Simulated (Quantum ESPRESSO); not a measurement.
Cu:

```
CELL_PARAMETERS angstrom
0.00000 1.80745 1.80745
1.80745 0.00000 1.80745
1.80745 1.80745 0.00000
ATOMIC_POSITIONS crystal
Cu 0.00000 0.00000 0.00000
```

Base run:

| Item | Value |
| --- | --- |
| Program | Quantum ESPRESSO 7.5 |
| Functional | LDA |
| Potentials or basis | GBRV 1.5 LDA |
| Cutoff | 762 eV |
| Density cutoff | 6095 eV |
| k mesh | 16 × 16 × 16 |
| Occupations | fermi-dirac, width 0.05 eV |
| Spin | no spin polarisation |

Its results: band gap on the k mesh none (metal or under the smearing width); pressure -12.3 GPa.

The run is repeated on the same cell with these changes: functional from LDA to PBEsol; potentials or basis from GBRV 1.5 LDA to GBRV 1.5 PBEsol. What comes out?

Band gap on the k mesh none (metal or under the smearing width); pressure -6.3 GPa.

Not every run made on this cell is shown here.
